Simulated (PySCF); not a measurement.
# CoOH2: relaxation and vibrations of the sextet

Where does sextet CoOH2 go from a trigonal planar start, is the end point a minimum, and what are its modes, charges and moments?

Method: PBE0, basis Co def2-TZVP, O def2-TZVP, H def2-TZVP, no relativity, density fitting; program: PySCF 2.14.0.

## Step 1: The starting structure

4 atoms, charge 0, spin multiplicity 6.

Bond lengths: Co1–O2 1.600 Å, Co1–H3 1.430 Å, Co1–H4 1.430 Å. Angles: O2–Co1–H3 120.0°, O2–Co1–H4 120.0°, H3–Co1–H4 120.0°.

Z-matrix (Å, degrees; charge 0 multiplicity 6):
```
Co
O  1 1.6000
H  1 1.4300 2 120.00
H  1 1.4300 2 120.00 3 180.00
```

## Step 2: First SCF at the start

The steps below are one call of a driver around PySCF. For each, scf.py gives the equivalent set-up of the SCF; relaxations use the driver's own optimiser. After this first run the driver tries any further starts and a stability analysis.

File scf.py:

```python
from pyscf import gto, scf, dft
mol = gto.M(atom='''
Co     0.000000     0.000000     0.000000
O     -0.800000    -1.385600     0.000000
H      1.430000     0.000000     0.000000
H     -0.715000     1.238400     0.000000''',
    basis={'Co': 'def2-TZVP', 'O': 'def2-TZVP', 'H': 'def2-TZVP'},
    charge=0, spin=5)
mf = dft.UKS(mol, xc='PBE0')
mf.grids.atom_grid = (50, 194)
aux = {'Co': 'def2-universal-JKFIT', 'O': 'def2-universal-JKFIT', 'H': 'def2-universal-JKFIT'}
mf = mf.density_fit(auxbasis=aux)
mf.conv_tol = 1e-08
mf.diis_space = 10
mf.max_cycle = 60
mf.init_guess = 'minao'
mf.verbose = 4
mf.kernel()
```

The run is started by

```sh
OMP_NUM_THREADS=2 python axn.py task.json out
```

Output:

```text
init E= -1457.87568183898
[... the frontier-level lines of each cycle are left out ...]
cycle= 1 E= -1443.02429653801  delta_E= 14.9  |g|= 5.69  |ddm|= 10.8
cycle= 2 E= -1415.2004796041  delta_E= 27.8  |g|= 11.7  |ddm|= 13.4
cycle= 3 E= -1447.44787708917  delta_E= -32.2  |g|= 7.07  |ddm|= 6.48
cycle= 4 E= -1450.03304539439  delta_E= -2.59  |g|= 5.95  |ddm|= 1.17
cycle= 5 E= -1452.74989915516  delta_E= -2.72  |g|=  5.1  |ddm|= 1.04
cycle= 6 E= -1455.53300374114  delta_E= -2.78  |g|= 3.67  |ddm|= 0.704
cycle= 7 E= -1457.52863134326  delta_E=   -2  |g|= 2.32  |ddm|= 0.585
cycle= 8 E= -1456.87370039293  delta_E= 0.655  |g|= 2.67  |ddm|= 0.661
cycle= 9 E= -1457.13613590044  delta_E= -0.262  |g|= 2.54  |ddm|= 0.168
cycle= 10 E= -1457.14583526331  delta_E= -0.0097  |g|= 2.53  |ddm|= 0.0268
cycle= 11 E= -1457.08149095766  delta_E= 0.0643  |g|= 2.58  |ddm|= 0.0542
cycle= 12 E= -1457.94828820592  delta_E= -0.867  |g|= 1.83  |ddm|= 1.33
cycle= 13 E= -1458.56322824188  delta_E= -0.615  |g|= 0.728  |ddm|= 0.979
cycle= 14 E= -1458.69876318945  delta_E= -0.136  |g|= 0.165  |ddm|= 0.301
cycle= 15 E= -1458.70920876756  delta_E= -0.0104  |g|= 0.101  |ddm|= 0.0893
cycle= 16 E= -1458.71330515315  delta_E= -0.0041  |g|= 0.0769  |ddm|= 0.0758
cycle= 17 E= -1458.71668921735  delta_E= -0.00338  |g|= 0.00793  |ddm|= 0.102
cycle= 18 E= -1458.71680123087  delta_E= -0.000112  |g|= 0.00342  |ddm|= 0.0134
cycle= 19 E= -1458.71683699664  delta_E= -3.58e-05  |g|= 0.00236  |ddm|= 0.0102
cycle= 20 E= -1458.71684342087  delta_E= -6.42e-06  |g|= 0.000809  |ddm|= 0.00539
cycle= 21 E= -1458.71684395613  delta_E= -5.35e-07  |g|= 0.000156  |ddm|= 0.00124
cycle= 22 E= -1458.71684400286  delta_E= -4.67e-08  |g|= 0.000101  |ddm|= 0.000351
cycle= 23 E= -1458.71684401372  delta_E= -1.09e-08  |g|= 3.71e-05  |ddm|= 0.000197
cycle= 24 E= -1458.71684401623  delta_E= -2.51e-09  |g|= 9.91e-06  |ddm|= 9.08e-05
Extra cycle  E= -1458.71684401615  delta_E= 8.34e-11  |g|= 2.87e-05  |ddm|= 1.79e-05
converged SCF energy = -1458.71684401615  <S^2> = 8.7623154  2S+1 = 6.0041037
```

This step, with its further starts and checks, needed 27 s of wall time on 2 threads of Arm Neoverse N1, shared host.

Energies from each starting density:

```tsv
start	energy (Eh)
the minimal-basis guess	-1458.716844
a thermally smeared density	-1458.716844
a smeared PBE density	-1458.722690
```

This is not the lowest solution: one lies 15.3 kJ/mol lower, at -1458.72269 Eh, and the relaxation starts from that.

## Step 3: Relaxation: trigonal planar start, sextet

The program finds C2v symmetry in the start, which this walk keeps. The walk stops when the largest gradient is under 0.0003 Eh/bohr and the energy has settled too.

scf.py, as its differences from that of step 2:

```diff
@@ -3,4 +3,4 @@
-Co     0.000000     0.000000     0.000000
-O     -0.800000    -1.385600     0.000000
-H      1.430000     0.000000     0.000000
-H     -0.715000     1.238400     0.000000''',
+Co     0.156925     0.271822     0.000000
+O     -0.643013    -1.113814    -0.000000
+H      1.586918     0.271863     0.000000
+H     -0.558114     1.510207     0.000000''',
@@ -16 +15,0 @@
-mf.init_guess = 'minao'
```

Energy and gradient, step by step:

```tsv
step	energy (Eh)	change (kJ/mol)	largest symmetric gradient (Eh/bohr)
0	-1458.722690	0.00	0.07150
1	-1458.743108	-53.61	0.02790
2	-1458.748744	-68.41	0.00985
3	-1458.749719	-70.97	0.00275
4	-1458.749866	-71.35	0.00269
5	-1458.749952	-71.58	0.00179
6	-1458.750000	-71.70	0.00219
7	-1458.750021	-71.76	0.00207
8	-1458.750032	-71.79	0.00121
9	-1458.750035	-71.80	0.00039
10	-1458.750036	-71.80	0.00005
```

The walk took 32 s.

Geometry (Å) and forces (eV/Å) at some steps:

```
step 0
Co   0.157   0.272   0.000   0.968   1.667   0.000
O   -0.643  -1.114   0.000  -2.127  -3.674   0.000
H    1.587   0.272   0.000   2.886  -0.327   0.000
H   -0.558   1.510   0.000  -1.728   2.335   0.000
step 1
Co   0.167   0.290   0.000   0.089   0.154   0.000
O   -0.682  -1.182   0.000  -0.574  -0.995   0.000
H    1.664   0.261   0.000   1.435  -0.267   0.000
H   -0.606   1.572   0.000  -0.949   1.108   0.000
step 5
Co   0.185   0.320   0.000   0.034   0.066   0.000
O   -0.693  -1.200   0.000   0.042   0.066   0.000
H    1.781   0.185   0.000  -0.083  -0.040   0.000
H   -0.730   1.635   0.000   0.007  -0.092   0.000
step 10
Co   0.193   0.334   0.000  -0.003   0.003   0.000
O   -0.683  -1.182   0.000   0.001  -0.004   0.000
H    1.778   0.166   0.000   0.003  -0.001   0.000
H   -0.745   1.623   0.000  -0.001   0.002   0.000
```

End point (C2v, 10 steps, 71.8 kJ/mol gained): Co–H 1.595 Å (×2), Co–O 1.750 Å; H–Co–H 132.1°, H–Co–O 114.0° (×2).

## Step 4: Hessian and properties

On the finer grid the gradient is checked again; gradients at displacements of ±0.02 bohr then give force constants and infrared intensities.

scf.py, as its differences from that of step 3:

```diff
@@ -3,4 +3,4 @@
-Co     0.156925     0.271822     0.000000
-O     -0.643013    -1.113814    -0.000000
-H      1.586918     0.271863     0.000000
-H     -0.558114     1.510207     0.000000''',
+Co     0.173493     0.300520    -0.000000
+O     -0.701834    -1.215701     0.000000
+H      1.759273     0.133005    -0.000000
+H     -0.764552     1.590029    -0.000000''',
@@ -10 +10 @@
-mf.grids.atom_grid = (50, 194)
+mf.grids.atom_grid = (75, 302)
@@ -13 +13 @@
-mf.conv_tol = 1e-08
+mf.conv_tol = 1e-10
```

This SCF starts from the last density.

Log of the central SCF (cycles and frontier levels):

```text
init E= -1458.74995378358
[... the frontier-level lines of each cycle are left out ...]
cycle= 1 E= -1458.74995378342  delta_E= 1.61e-10  |g|= 2.67e-05  |ddm|= 1.09e-05
cycle= 2 E= -1458.74995378075  delta_E= 2.67e-09  |g|= 0.000109  |ddm|= 4.46e-05
cycle= 3 E= -1458.74995378359  delta_E= -2.85e-09  |g|= 1.73e-07  |ddm|= 3.58e-05
cycle= 4 E= -1458.74995378359  delta_E= 6.37e-12  |g|= 6.84e-08  |ddm|= 1.17e-07
Extra cycle  E= -1458.74995378359  delta_E= 6.82e-13  |g|= 6.5e-08  |ddm|= 1.93e-07
converged SCF energy = -1458.74995378359  <S^2> = 8.767024  2S+1 = 6.005672
```

The whole step took 82 s.

Geometry: C2v; Co–H 1.595 Å (×2), Co–O 1.751 Å; H–Co–H 132.1°, H–Co–O 114.0° (×2).

Modes, for the most abundant isotopes:

| symmetry | ω (cm⁻¹) | IR (km/mol) | type |
| --- | --- | --- | --- |
| b1 | 285i | 237 | bend |
| b2 | 258 | 19.7 | bend |
| a1 | 596 | 4.5 | mixed |
| a1 | 646 | 11.4 | bend |
| b2 | 1709 | 24.8 | stretch |
| a1 | 1766 | 16.0 | stretch |

With 1 mode imaginary (up to 285i cm⁻¹) this point is a saddle.

Properties at this point:

```yaml
Dipole_moment: 1.38 D
Highest_occupied_level: -7.76 eV
Lowest_empty_level: -4.87 eV
Rotational_constants: 3.939, 0.4151, 0.3755 cm⁻¹
Zero-point_energy_real_modes: 29.8 kJ/mol
Principal_polarisabilities: 21.5, 48.7, 57.2 bohr³
Atomisation_energy_without_zero-point_energy: 636 kJ/mol
Principal_traceless_quadrupole_moments_about_the_centre_of_mass: -3.97, -2.76, 6.73 D Å
Spin_squared_⟨S²⟩: 8.767
```

Populations by atom (charges in e):

```
atom  Mulliken  Löwdin  polar tensor  spin (Mulliken)  Mayer order to Co1
 Co1      0.59    0.40          0.55             3.13                   –
  O2     -0.34   -0.17         -0.25             1.34                1.15
H3,4     -0.12   -0.11         -0.15             0.26                0.86
```

Mulliken populations on Co1: s 6.67, p 12.60, d 7.15, f 0.00.

## Step 5: Following the imaginary mode

The start is the last point, displaced along its most imaginary mode.

The program finds Cs symmetry in the start, which this walk keeps.

scf.py, as its differences from that of step 4:

```diff
@@ -3,4 +3,4 @@
-Co     0.173493     0.300520    -0.000000
-O     -0.701834    -1.215701     0.000000
-H      1.759273     0.133005    -0.000000
-H     -0.764552     1.590029    -0.000000''',
+Co     0.173477     0.300493    -0.005623
+O     -0.701849    -1.215728     0.005595
+H      1.759257     0.132978     0.120000
+H     -0.764567     1.590002     0.120000''',
@@ -10 +10 @@
-mf.grids.atom_grid = (75, 302)
+mf.grids.atom_grid = (50, 194)
@@ -13 +13 @@
-mf.conv_tol = 1e-10
+mf.conv_tol = 1e-08
```

The optimiser's trace:

```tsv
step	energy (Eh)	change (kJ/mol)	largest symmetric gradient (Eh/bohr)
0	-1458.750192	0.00	0.00177
1	-1458.751284	-2.87	0.00649
2	-1458.751577	-3.64	0.00897
3	-1458.752220	-5.32	0.00545
4	-1458.752607	-6.34	0.00456
5	-1458.752658	-6.47	0.00258
6	-1458.752688	-6.55	0.00098
7	-1458.752699	-6.58	0.00021
8	-1458.752700	-6.58	0.00017
```

The walk took 37 s.

Geometry (Å) and forces (eV/Å) at some steps:

```
step 0
Co   0.173   0.300  -0.006   0.017   0.035  -0.091
O   -0.702  -1.216   0.006   0.028   0.042   0.030
H    1.759   0.133   0.120  -0.052  -0.021   0.031
H   -0.765   1.590   0.120   0.007  -0.055   0.030
step 1
Co   0.178   0.309  -0.138  -0.062  -0.114  -0.105
O   -0.696  -1.205   0.042   0.191   0.335   0.036
H    1.747   0.128   0.168  -0.111  -0.083   0.035
H   -0.763   1.577   0.168  -0.018  -0.138   0.034
step 4
Co   0.194   0.335  -0.239   0.140   0.233  -0.052
O   -0.646  -1.119   0.080  -0.097  -0.160   0.052
H    1.715   0.070   0.200  -0.056  -0.017   0.000
H   -0.797   1.521   0.200   0.013  -0.056  -0.001
step 8
Co   0.202   0.351  -0.250   0.005  -0.002  -0.001
O   -0.641  -1.111   0.086  -0.004   0.002  -0.004
H    1.708   0.059   0.202   0.008  -0.005   0.003
H   -0.803   1.509   0.202  -0.008   0.005   0.002
```

End point (Cs, 8 steps, 6.6 kJ/mol gained): Co–H 1.599 Å (×2), Co–O 1.721 Å; H–Co–H 130.1°, H–Co–O 104.6° (×2).

## Step 6: Frequencies

The same treatment as at the point before.

scf.py, as its differences from that of step 5:

```diff
@@ -3,4 +3,4 @@
-Co     0.173477     0.300493    -0.005623
-O     -0.701849    -1.215728     0.005595
-H      1.759257     0.132978     0.120000
-H     -0.764567     1.590002     0.120000''',
+Co     0.169489     0.293584    -0.082783
+O     -0.673812    -1.167162     0.254826
+H      1.675345    -0.001200     0.369936
+H     -0.838804     1.450238     0.369936''',
@@ -10 +10 @@
-mf.grids.atom_grid = (50, 194)
+mf.grids.atom_grid = (75, 302)
@@ -13 +13 @@
-mf.conv_tol = 1e-08
+mf.conv_tol = 1e-10
```

Log of the central SCF (cycles and frontier levels):

```text
init E= -1458.75259342994
[... the frontier-level lines of each cycle are left out ...]
cycle= 1 E= -1458.7525934299  delta_E= 4.5e-11  |g|= 1.39e-05  |ddm|= 5.91e-06
cycle= 2 E= -1458.75259342886  delta_E= 1.04e-09  |g|= 6.68e-05  |ddm|= 2.58e-05
cycle= 3 E= -1458.75259342996  delta_E= -1.1e-09  |g|= 7.96e-07  |ddm|= 2.12e-05
cycle= 4 E= -1458.75259342995  delta_E= 1.21e-11  |g|= 7.38e-07  |ddm|= 1.03e-06
Extra cycle  E= -1458.75259342996  delta_E= -7.5e-12  |g|= 1.63e-06  |ddm|= 1.81e-06
converged SCF energy = -1458.75259342996  <S^2> = 8.7722154  2S+1 = 6.0074006
```

The whole step needed 1.7 min of wall time on 2 threads of Arm Neoverse N1, shared host.

Geometry: Cs; Co–H 1.600 Å (×2), Co–O 1.720 Å; H–Co–H 130.3°, H–Co–O 104.4° (×2).

Modes, for the most abundant isotopes:

| symmetry | ω (cm⁻¹) | IR (km/mol) | μ (u) |
| --- | --- | --- | --- |
| a'' | 400 | 6.4 | 1.14 |
| a' | 415 | 69.0 | 1.14 |
| a' | 557 | 27.5 | 1.61 |
| a' | 626 | 33.4 | 2.22 |
| a'' | 1653 | 0.2 | 1.03 |
| a' | 1689 | 11.3 | 1.01 |

Every mode is real; the point is a minimum.

Properties at this point:

| Property | Result |
| --- | --- |
| Dipole moment | 2.46 D |
| Highest occupied level | -7.71 eV |
| Lowest empty level | -4.31 eV |
| Rotational constants | 3.508, 0.4328, 0.3953 cm⁻¹ |
| Zero-point energy | 31.9 kJ/mol |
| Principal polarisabilities | 23.3, 48.0, 51.8 bohr³ |
| Atomisation energy without zero-point energy | 643 kJ/mol |
| Principal traceless quadrupole moments about the centre of mass | -2.98, -2.27, 5.25 D Å |
| Entropy at 298.15 K and 1 bar (electronic part: spin only) | 275.6 J/(mol K) |
| Heat capacity Cp at 298.15 K | 54.6 J/(mol K) |
| Enthalpy at 298.15 K above 0 K | 12.39 kJ/mol |
| Rotational symmetry number | 1 |
| Spin squared ⟨S²⟩ | 8.772 |

Charges (e) and bond orders:

| atom | Mulliken | Löwdin | polar tensor | spin (Mulliken) | Mayer order to Co1 |
| --- | --- | --- | --- | --- | --- |
| Co1 | 0.53 | 0.32 | 0.40 | 3.00 | – |
| O2 | -0.33 | -0.16 | -0.17 | 1.37 | 1.33 |
| H3,4 | -0.10 | -0.08 | -0.12 | 0.32 | 0.85 |

Mulliken populations on Co1: s 6.70, p 12.54, d 7.22, f 0.00.

## Step 7: All stationary points

| spin | group | bonds | imaginary modes (cm⁻¹) | ΔE (kJ/mol) | with zero-point energy |
| --- | --- | --- | --- | --- | --- |
| sextet | Cs | Co–H 1.600 Å (×2), Co–O 1.720 Å | none | 0.0 | 0.0 |
| sextet | C2v | Co–H 1.595 Å (×2), Co–O 1.751 Å | 285i | 6.9 | – |

## Step 8: Fields at the lowest minimum

The plane holds Co1 at (0.00, 0.00), O2 at (1.72, 0.00), H3 at (-0.40, 1.55) Å. Columns run from x = -2.25 to 4.05 Å, rows from y = 3.75 (top) to -1.95 Å, in steps of 0.3 Å.

Density (cut at 5 e/Å³):

Ten steps from '0' (0.000 e/Å³) to '9' (5.000 e/Å³), finer at the low end (step k begins (100^(k/10) - 1)/99 of the way up):
```
0000000000000000000000
0000000000000000000000
0000000000000000000000
0000000000000000000000
0000011110000000000000
0000122221000000000000
0001245432100000000000
0001357642110000000000
0012357643211111000000
0012345553323332100000
0011346765445654210000
0011358998568986420000
0011369999779998521000
0011369999779998521000
0001358998568986420000
0001235665445654210000
0001223333223332100000
0001122222111111000000
0000111111000000000000
0000001100000000000000
```

ELF (0 where the density is under 0.005 e/Å³):

Ten even steps from '0' (0.00) to '9' (1.00):
```
0000000000000000000000
0000000000000000000000
0000000000000000000000
0000999997000000000000
0079999999600000000000
0099999999610000000000
0799999999610000000000
0899999999410011000000
0699999996211233210000
0468998642124665421000
0244422221147888642000
0122115774168888863100
0121127116177239874100
0121127117177239874100
0122114775168888863100
0223211222147888642000
0234431111125665421000
0356665422112333210000
0057887642100111000000
0007888752100000000000
```

Highest occupied orbital at -7.71 eV (sign arbitrary; one member if degenerate):

Ten even steps from '0' (-1.29 Å^-3/2) to '9' (0.88 Å^-3/2):
```
5555666665555555555555
5566666666655555555555
5666666666665555555555
6666666666666555555555
6666666666666555555555
6666666666666555555555
6666677776666555555555
6666778876666555555555
6666778876665555555555
6666677766665555555555
6666666666655445555555
6666654356654345555555
5556554086655245555555
5555567914566976665555
5555566644567876666555
5555555544566666666555
5555555555556666666555
5555555555556666666555
5555555555555666665555
5555555555555556555555
```

Along Co1–O2 (1.720 Å) the density is least, 1.17 e/Å³, about 0.86 Å from Co1; ELF there is 0.21.

Making the fields took 2 s.

## Step 9: What came out

```
                                          quantity                                                               value
                                           minimum                                                          sextet, Cs
                                          geometry  Co–H 1.600 Å (×2), Co–O 1.720 Å; H–Co–H 130.3°, H–Co–O 104.4° (×2)
                                wavenumbers (cm⁻¹)      400 (a''), 415 (a'), 557 (a'), 626 (a'), 1653 (a''), 1689 (a')
                                     dipole moment                                                              2.46 D
highest occupied, lowest empty level (either spin)                                                     -7.71, -4.31 eV
                        polar-tensor charge of Co1                                                             +0.40 e
                                 zero-point energy                                                         31.9 kJ/mol
                               entropy at 298.15 K                                                     275.6 J/(mol K)
         atomisation energy (no zero-point energy)                                                          643 kJ/mol
                                              ⟨S²⟩                                                               8.772
```

**Reading.** From C2v at the start the molecule goes to a Cs minimum, after a stop at a saddle point 6.9 kJ/mol higher, from which it was pushed off along an imaginary mode. In the infrared the band at 415 cm⁻¹ (a', bend) leads. Most of the spin sits on Co1 (Mulliken spin 3.00, against 5 for the whole molecule). The first SCF alone would have been 15 kJ/mol too high. Only this shape and spin were tried, so other structures or states may lie lower. Open d and f shells are described by one determinant, and the ground state may have another occupation or spin.

The search up to here took 4.7 min.
